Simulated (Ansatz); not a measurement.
This script makes a rigid torsion scan of CH₄O₃Si, SMILES O=C[SiH](O)O with Ansatz 0.2.0, Python API.

The script, `ch4o3si_torsion.py`:
```python
# -*- coding: utf-8 -*-
"""Rigid torsion scan of CH4O3Si."""

import ansatz
from ase import Atoms

config = {
    "basis": "def2-SVP",
    "functional": "pbe",
    "fmax": 0.02,
}


def main():
    atoms = Atoms(["O", "C", "Si", "O", "O", "H", "H", "H", "H"], positions=[
        (-1.0631, 1.7952, 0.6856),
        (-0.6685, 0.7882, 1.1187),
        (-0.0393, -0.4851, -0.1153),
        (1.6276, -0.9659, 0.1881),
        (-0.0237, 0.0594, -1.6893),
        (-0.6179, 0.5534, 2.1877),
        (-0.8194, -1.7024, -0.0519),
        (2.1256, -1.0507, -0.6205),
        (-0.4329, 0.9616, -1.7202),
    ])

    # relax first, so that the scan starts from a minimum
    first = ansatz.Crystal.molecule_from_ase(atoms).calculation()
    first = first.basis(gaussian=config["basis"])
    first = first.functional(config["functional"])
    first = first.relax(force_tolerance=config["fmax"], max_steps=80)
    atoms.positions = first.run(threads=1).report["positions_ang"]

    start = atoms.get_dihedral(3, 2, 1, 0)
    energies = {}
    for turn in range(0, 360, 40):
        turned = atoms.copy()
        turned.set_dihedral(3, 2, 1, 0, start + turn, indices=[0, 1, 5])
        model = (
            ansatz.Crystal.molecule_from_ase(turned).calculation()
            .basis(gaussian=config["basis"])
            .functional(config["functional"])
        )
        energies[round((start + turn) % 360)] = model.run(threads=1).report["free_energy_ev"]
    floor = min(energies.values())
    print("dihedral O3-Si2-C1-O0 (deg)   E - E(min) (eV)")
    for angle, e in sorted(energies.items()):
        print(f"{angle:8d} {(e - floor):14.3f}  " + "#" * int(30 * (e - floor) / max(max(energies.values()) - floor, 1e-9)))


if __name__ == "__main__":
    main()
```

Where along the turn do the lowest and the highest point lie, and how far apart are they?

The lowest point is at 119° and the highest at 319°, 0.346 eV (33.4 kJ/mol) above it, with the rest of the molecule held.

What the script printed:

```console
$ python ch4o3si_torsion.py
dihedral O3-Si2-C1-O0 (deg)   E - E(min) (eV)
      39          0.258  ######################
      79          0.143  ############
     119          0.000
     159          0.158  #############
     199          0.279  ########################
     239          0.327  ############################
     279          0.338  #############################
     319          0.346  ##############################
     359          0.327  ############################
```

The scan is rigid and the energies are electronic, in a modest basis. With rigid groups the curve can differ much from the relaxed path, the start wasn't checked as a minimum of this torsion, and equivalent turns needn't return to the same energy. Wall time of the script: 59 s on 1 thread of Arm Neoverse V2, with other jobs on the host, peak memory 0.2 GiB.
